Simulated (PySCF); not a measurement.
# doublet SiSe+ at 6 levels

We compute a comparison of 6 runs (UB3LYP/aug-cc-pVTZ, UBLYP/aug-cc-pVTZ, UM06-L/aug-cc-pVTZ, UPBE/aug-cc-pVTZ, UPBE0/aug-cc-pVTZ, UCCSD(T)/aug-cc-pVTZ) of doublet SiSe+. 

Program for the calculation: PySCF 2.14.0.

1 further run of the same task is left out (set aside as unsound or not needed).

## (1) Starting point

SiSe+: 2 atoms, total charge +1, spin state doublet. SMILES of the parent species: `[Si][Se]`. The coordinates come from a PBE0-D4/def2-TZVP relaxation. That shape belongs to the parent species and isn't relaxed for this state.

Bond lengths: Si1–Se2 2.062 Å.

## (2) The energy at UB3LYP/aug-cc-pVTZ (run 1)

The input, input.py:

```python
from pyscf import gto, dft

mol = gto.M(
    atom=[
    ('Si', (0.000000, 0.000000, 0.031440)),
    ('Se', (-0.000000, -0.000000, 2.093090)),
],
    basis='aug-cc-pvtz',
    spin=1,
    charge=1,
    max_memory=1860,
    verbose=3,
)

mf = dft.UKS(mol)
mf.xc = 'b3lyp'
mf.conv_tol = 1e-10
mf.grids.level = 5
mf.kernel()
if not mf.converged:
    mf = mf.newton().run(mf.mo_coeff, mf.mo_occ)

e_tot = mf.e_tot
print('E(%s) = %.9f' % ('B3LYP', e_tot))
```

On the command line:

```bash
$ OMP_NUM_THREADS=1 python input.py
```

The log of the run:

```text
WARN: HOMO -0.266862822612826 >= LUMO -0.26686282261283

converged SCF energy = -2690.79733095896  <S^2> = 0.75644183  2S+1 = 2.0064315
E(B3LYP) = -2690.797330959
```

It took 31 s on 1 thread of Arm Neoverse N1, shared host; peak memory 0.55 GiB.

## (3) The energy at UBLYP/aug-cc-pVTZ (run 2)

The input, calc.py:

```python
from pyscf import gto, dft

mol = gto.Mole()
mol.atom = '''
Si     0.000000     0.000000     0.059413
Se     0.000000     0.000000     3.955367
'''
mol.charge = 1
mol.basis = 'aug-cc-pvtz'
mol.max_memory = 1860
mol.unit = 'bohr'
mol.verbose = 4
mol.spin = 1
mol.build()

calc0 = dft.UKS(mol, xc='blyp')
calc0.conv_tol = 1e-10
calc0.grids.level = 5
calc0.kernel()
if not calc0.converged:
    calc0 = calc0.newton().run(calc0.mo_coeff, calc0.mo_occ)

e_tot = calc0.e_tot
print('E(%s) = %.9f' % ('BLYP', e_tot))
```

On the command line:

```bash
$ OMP_NUM_THREADS=1 python calc.py
```

The log of the run:

```text
PySCF version 2.14.0

[INPUT] num. atoms = 2
[INPUT] num. electrons = 47
[INPUT] charge = 1
[INPUT] spin (= nelec alpha-beta = 2S) = 1
[INPUT] symmetry False subgroup None
[INPUT] Mole.unit = bohr
[INPUT] Symbol           X                Y                Z      unit          X                Y                Z       unit  Magmom
[INPUT]  1 Si     0.000000000000   0.000000000000   0.031440005632 AA    0.000000000000   0.000000000000   0.059413000000 Bohr   0.0
[INPUT]  2 Se     0.000000000000   0.000000000000   2.093090077225 AA    0.000000000000   0.000000000000   3.955367000000 Bohr   0.0

nuclear repulsion = 122.178033929559
number of shells = 27
number of NR pGTOs = 202
number of NR cGTOs = 109
basis = aug-cc-pvtz
ecp = {}

[... 47 lines left out ...]
WARN: beta  nocc = 23  HOMO -0.483711563617021 >= LUMO -0.483244390696324
[... 1 line left out ...]
WARN: HOMO -0.483711563617021 >= LUMO -0.483244390696324
[... 38 lines left out ...]
converged SCF energy = -2690.79919021499  <S^2> = 0.75407877  2S+1 = 2.0040746
E(BLYP) = -2690.799190215
```

It took 28 s on 1 thread of Arm Neoverse N1, shared host; peak memory 0.55 GiB.

Runs 3 to 5 aren't shown in full; the table further down has their settings and results.

## (4) The energy at UCCSD(T)/aug-cc-pVTZ (run 6)

The input, calc.py:

```python
from pyscf import gto, scf, cc

mol = gto.M(
    atom=[
    ('Si', (0.000000, 0.000000, 0.031440)),
    ('Se', (-0.000000, -0.000000, 2.093090)),
],
    spin=1,
    basis='aug-cc-pvtz',
    max_memory=1860,
    verbose=3,
    charge=1,
)

myscf = scf.UHF(mol)
myscf.conv_tol = 1e-10
myscf.kernel()
if not myscf.converged:
    myscf = myscf.newton().run(myscf.mo_coeff, myscf.mo_occ)

mycc = cc.CCSD(myscf, frozen=14)
mycc.kernel()
e_t = mycc.ccsd_t()
e_final = mycc.e_tot + e_t
print(f'total energy: {e_final:.8f} hartree')
```

On the command line:

```bash
$ OMP_NUM_THREADS=1 python calc.py
```

The log of the run:

```text
converged SCF energy = -2688.50388059107  <S^2> = 0.80096072  2S+1 = 2.0503275
E(UCCSD) = -2688.803358256566  E_corr = -0.2994776654937363
UCCSD(T) correction = -0.0195374014873057
total energy: -2688.82289566 hartree
```

Run time: 6.2 min. Hardware: 1 thread of Arm Neoverse N1, shared host; peak memory 3.6 GiB.

## (5) All runs side by side

```tsv
run	level	integration grid	frozen core orbitals	energy (Eh)	HOMO energy (eV)	LUMO energy (eV)	⟨S²⟩	wall time
1	UB3LYP/aug-cc-pVTZ	5	–	-2690.797331	-14.20	-12.60	0.756	31 s
2	UBLYP/aug-cc-pVTZ	5	–	-2690.799190	-13.23	-13.11	0.754	28 s
3	UM06-L/aug-cc-pVTZ	5	–	-2690.662344	-13.39	-12.94	0.758	66 s
4	UPBE/aug-cc-pVTZ	5	–	-2690.242609	-13.44	-13.15	0.756	29 s
5	UPBE0/aug-cc-pVTZ	5	–	-2690.335683	-14.45	-12.29	0.760	32 s
6	UCCSD(T)/aug-cc-pVTZ	–	14	-2688.822896	-16.48	-8.52	0.801	6.2 min
```

## (6) Outcome

```
                                                         quantity           value
                                              run 6: total energy  -2688.82290 Eh
run 6: HOMO energy (Hartree–Fock orbitals) (highest over α and β)       -16.48 eV
 run 6: LUMO energy (Hartree–Fock orbitals) (lowest over α and β)        -8.52 eV
              run 6: correlation energy (14 core orbitals frozen)      -319.0 mEh
                                            run 6: (T) correction      -19.54 mEh
                         run 6: ⟨S²⟩ of the reference determinant           0.801
                                             run 6: T1 diagnostic           0.026
```

Totals of different functionals can't be ranked against each other. All runs together took 9.3 min, the longest 6.2 min.
